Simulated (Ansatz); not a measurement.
**C₃H₁₀InN: up Jacob's ladder to CCSD(T)**

The task here is to estimate one member of a computed series from the others.

Computed with Ansatz 0.2.0, Gaussian basis. Level: functionals in def2-TZVPP, the program's frozen cores in correlated methods.

The runs, in order: LDA (SPW92), PBE-D4, revPBE-D4, BLYP-D4, r2SCAN-D4, B97M-V, PBE0-D4, B3LYP-D4, r2SCANh-D4, r2SCAN0-D4, HSE06-D4, BHLYP-D4, CAM-B3LYP-D4, LC-ωPBE, ωB97X-V, ωB97M-V, B2PLYP, PBE-QIDH; CCSD(T)/def2-SVP; MP2/def2-TZVPP; MP2/def2-QZVPP; RPA on PBE.

2 further runs of the same task are left out: 2 for a known fault of the program. Runs told in other sessions of the task aren't counted.

## The relaxed structure

An earlier PBE0-D4 in a triple-zeta def2 set relaxation fixed the geometry. In takes the def2 core potential; no spin-orbit term is included.

SMILES `CC(C)[NH][InH2]`, 15 atoms, charge 0, spin multiplicity 1.

Atoms are counted from 1 here; the program's logs count them from 0.

Bond lengths: C1–C2 1.515 Å, C1–H6 1.093 Å, C1–H7 1.095 Å, C1–H8 1.092 Å, C2–C3 1.524 Å, C2–N4 1.448 Å, C2–H9 1.103 Å, C3–H10 1.093 Å, C3–H11 1.094 Å, C3–H12 1.094 Å, N4–In5 2.016 Å, N4–H13 1.010 Å, In5–H14 1.708 Å, In5–H15 1.716 Å. Angles: C2–C1–H6 111.4°, C2–C1–H7 110.7°, C2–C1–H8 110.6°, H6–C1–H7 108.0°, H6–C1–H8 108.0°, H7–C1–H8 107.9°, C1–C2–C3 110.7°, C1–C2–N4 111.1°, C1–C2–H9 107.2°, C3–C2–N4 111.2°, C3–C2–H9 107.3°, N4–C2–H9 109.1°, C2–C3–H10 110.9°, C2–C3–H11 110.1°, C2–C3–H12 111.3°, H10–C3–H11 107.9°, H10–C3–H12 107.8°, H11–C3–H12 108.6° and more.

Set-up of the first run:

File in.yaml:

```yaml
crystal:
  periodic: [false, false, false]
  atoms:
    - {symbol: C, position_ang: [-0.865409, -0.913851, 0.697125]}
    - {symbol: C, position_ang: [0.365173, -0.031565, 0.651348]}
    - {symbol: C, position_ang: [1.600310, -0.846165, 0.285347]}
    - {symbol: N, position_ang: [0.179786, 1.075821, -0.262477]}
    - {symbol: In, position_ang: [-1.324539, 1.600371, -1.497202]}
    - {symbol: H, position_ang: [-1.751470, -0.347640, 0.994919]}
    - {symbol: H, position_ang: [-1.060659, -1.357101, -0.284890]}
    - {symbol: H, position_ang: [-0.728686, -1.727914, 1.411783]}
    - {symbol: H, position_ang: [0.521633, 0.362659, 1.669285]}
    - {symbol: H, position_ang: [2.490468, -0.212139, 0.253275]}
    - {symbol: H, position_ang: [1.473562, -1.299245, -0.702056]}
    - {symbol: H, position_ang: [1.781464, -1.641678, 1.013872]}
    - {symbol: H, position_ang: [1.006420, 1.654045, -0.312410]}
    - {symbol: H, position_ang: [-2.765970, 0.683347, -1.514457]}
    - {symbol: H, position_ang: [-0.922093, 3.001043, -2.403433]}
basis:
  gaussian: {orbitals: def2-TZVPP}
hamiltonian: {xc: lda}
output: {orbitals: {seedname: orbitals}}
```

Run with:

```console
$ ansatz run in.yaml --threads 4 --pin off --events-out ev --progress --plain --max-ram 11315MiB
```

Among the steps run: LDA; PBE-D4 (GGA); revPBE-D4 (GGA); BLYP-D4 (GGA); r2SCAN-D4 (meta-GGA); B97M-V (meta-GGA); PBE0-D4 (hybrid); B3LYP-D4 (hybrid); r2SCANh-D4 (hybrid); r2SCAN0-D4 (hybrid); HSE06-D4 (hybrid); BHLYP-D4 (hybrid); CAM-B3LYP-D4 (range-separated); LC-ωPBE (range-separated); ωB97X-V (range-separated); ωB97M-V (range-separated); B2PLYP (double hybrid); PBE-QIDH (double hybrid).

One table of the session follows, with a row left open; its other results are not shown here.

It belongs to the step «Frontier levels by functional». 

| functional | HOMO (eV) | gap (eV) |
| --- | --- | --- |
| LDA (SPW92) | -5.39 | 3.38 |
| PBE-D4 | -5.19 | 3.42 |
| revPBE-D4 | -5.11 | 3.44 |
| BLYP-D4 | -5.09 | 3.36 |
| r2SCAN-D4 | -5.37 | 3.86 |
| B97M-V | -5.50 | 3.68 |
| PBE0-D4 | -6.35 | 5.25 |
| B3LYP-D4 | -6.17 | 4.81 |
| r2SCANh-D4 | ? | ? |
| r2SCAN0-D4 | -6.51 | 5.57 |
| HSE06-D4 | -5.95 | 4.50 |
| BHLYP-D4 | -7.50 | 6.99 |
| CAM-B3LYP-D4 | -7.72 | 7.38 |
| LC-ωPBE | -9.02 | 9.72 |
| ωB97X-V | -8.71 | 9.28 |
| ωB97M-V | -8.65 | 8.92 |

Estimate the missing values for r2SCANh-D4.

Worked estimate for «HOMO (eV)». Against the share of exact exchange, r2SCAN-D4 (0, -5.37), r2SCAN0-D4 (0.25, -6.51) give a slope of -4.56 per unit share; at 0.1 the line stands at -5.83.

The run gave: HOMO (eV): -5.82; gap (eV): 4.54. In «HOMO (eV)» the line misses by -0.01.
